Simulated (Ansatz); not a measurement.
**BClHSe radical (SMILES ClB[Se]): functionals against CCSD(T) at one geometry**

An exercise on one series of results from a longer session: the logs are not shown, and one member is left open.

Computed with Ansatz 0.2.0, Gaussian basis. Level: single points in def2-TZVPP.

Cores are frozen in the correlated methods. Filled d shells of the heavier atoms are correlated. Orbitals are unrestricted. B3LYP uses VWN-RPA correlation.

**Starting geometry**

SMILES `ClB[Se]`, 4 atoms, charge 0, spin multiplicity 2.

Atoms are counted from 1 here; the program's logs count them from 0.

Bond lengths: Cl1–B2 1.739 Å, B2–Se3 1.866 Å, B2–H4 1.040 Å. Angles: Cl1–B2–Se3 118.3°, Cl1–B2–H4 115.3°, Se3–B2–H4 125.8°.

Coordinates:

```xyz
4
charge 0, multiplicity 2
Cl   -1.55190   -0.52370    0.16650
B     0.01630    0.18000   -0.09990
Se    1.49600   -0.62690    0.70000
H     0.04680    0.94380   -0.80470
```

Set-up of the first run:

The input, run/in.yaml:

```yaml
crystal:
  periodic: [false, false, false]
  atoms:
    - {symbol: Cl, position_ang: [-1.551900, -0.523700, 0.166500]}
    - {symbol: B, position_ang: [0.016300, 0.180000, -0.099900]}
    - {symbol: Se, position_ang: [1.496000, -0.626900, 0.700000]}
    - {symbol: H, position_ang: [0.046800, 0.943800, -0.804700]}
basis:
  gaussian: {orbitals: def2-TZVPP}
magnetization: {spin_polarized: true, initial_magnetization: 1}
correlation: {method: ccsd_t}
scf: {omitted_lower_state_checks: [cluster_reference]}
output: {forces: true}
```

No record of the launch command was kept for these runs.

Among the steps run: CCSD(T)/def2-TZVPP; PBE0-D4/def2-TZVPP; wB97M-V/def2-TZVPP; r2SCAN-D4/def2-TZVPP; PBE-D4/def2-TZVPP; HSE06-D4/def2-TZVPP; B3LYP-D4/def2-TZVPP.

One table of the session follows, with a row left open; its other results are not shown here.

```
   method  RMS force component (eV/Å)  angle to CCSD(T) forces (°)  dipole (D)
  CCSD(T)                       2.047                    reference        0.83
  PBE0-D4                       2.095                          3.0        0.80
  wB97M-V                           ?                            ?           ?
r2SCAN-D4                       2.060                          2.4        0.75
   PBE-D4                       2.105                          2.4        0.68
 HSE06-D4                       2.095                          3.0        0.79
 B3LYP-D4                       1.985                          1.0        0.78
```

Q: Estimate the row for wB97M-V from the others.

As computed: RMS force component (eV/Å): 2.002; angle to CCSD(T) forces (°): 1.9; dipole (D): 0.80. In the column «RMS force component (eV/Å)» it lies between B3LYP-D4 (1.985) and CCSD(T) (2.047).
